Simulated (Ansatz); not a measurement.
# Si: the cost of one run

Program: Ansatz 0.2.0. Level of theory: DFT r2SCAN, scalar-relativistic, plane waves, PAW. These are calculated values, not measurements.

1 further run of the same task is left out (set aside as unsound or not needed). Runs told in other sessions of the task aren't counted.

## Step 1: The system as given

The structure is orthorhombic, space group Fmmm (No. 69). Conventional cell: a = 4.911 Å, b = 5.375 Å, c = 9.208 Å, α = 90.00°, β = 90.00°, γ = 90.00°. Si (site symmetry m2m) is surrounded by 8 Si at 2.46 to 2.91 Å. Around Si (site symmetry mm2) lie 8 Si at 2.50 to 2.81 Å.

Coordinates:

```xyz
8
Lattice="4.6042 -2.4553 0.0000 4.6042 2.4553 0.0000 0.0000 0.0000 5.3753" Properties=species:S:1:pos:R:3 pbc="T T T"
Si    4.6042    0.0001    4.1435
Si    4.6042   -0.0001    1.2318
Si    4.6042    2.4553    1.4559
Si    4.6042   -2.4553    3.9194
Si    6.6774    0.0000    2.6876
Si    2.0732    0.0000    0.0000
Si    2.5309    0.0000    2.6876
Si    7.1351    0.0000    0.0000
```

It goes back to an entry of the Materials Project, which need not be the stable form.

This cell was relaxed beforehand with the same method: volume 15.19 Å³/atom, gap on the mesh none (metal).

## Step 2: Zero of energy

The reference gives a free energy of -5109.0935 eV, pressure -0.10 GPa, largest force 0.008 eV/Å and gap on the mesh none (metal). It was computed beforehand with the settings of the runs below.

## Step 3: The scan: a two-dimensional strain map

The cell is strained by p along both x and y and by q along z, with fractional coordinates fixed.

## Step 4: p = -0.030, q = -0.030

Contents of input.yaml:

```yaml
crystal:
  lattice:
    - [4.4660394146, -2.3816811038, 0.0]
    - [4.4660394146, 2.3816811038, 0.0]
    - [0.0, 0.0, 5.2140184106]
  atoms:
    - { symbol: Si, position: [0.4999882949, 0.5000117051, 0.7708469308] }
    - { symbol: Si, position: [0.5000117051, 0.4999882949, 0.2291530692] }
    - { symbol: Si, position: [1.17051e-05, 0.9999882949, 0.2708469308] }
    - { symbol: Si, position: [0.9999882949, 1.17051e-05, 0.7291530692] }
    - { symbol: Si, position: [0.7251470617, 0.7251470617, 0.5] }
    - { symbol: Si, position: [0.2251470617, 0.2251470617, 0.0] }
    - { symbol: Si, position: [0.2748529383, 0.2748529383, 0.5] }
    - { symbol: Si, position: [0.7748529383, 0.7748529383, 0.0] }
basis:
  ecutwfc: 500
kpoints:
  mp_grid: { grid: [10, 10, 8] }
hamiltonian:
  xc: r2scan
scf:
  occupations: { method: gaussian, width: 0.15 }
output:
  forces: true
  stress: true
  eigenvalues: true
```

On the command line:

```sh
> ansatz run input.yaml --threads 2 --pin off --max-ram 5120MiB --backend cpu --events-out ev --progress --plain --runs-dir out
```

Q: Estimate wall time and peak memory on 2 threads of Arm Neoverse V2, shared host.

About 28 s, with a peak of 0.86 GiB.
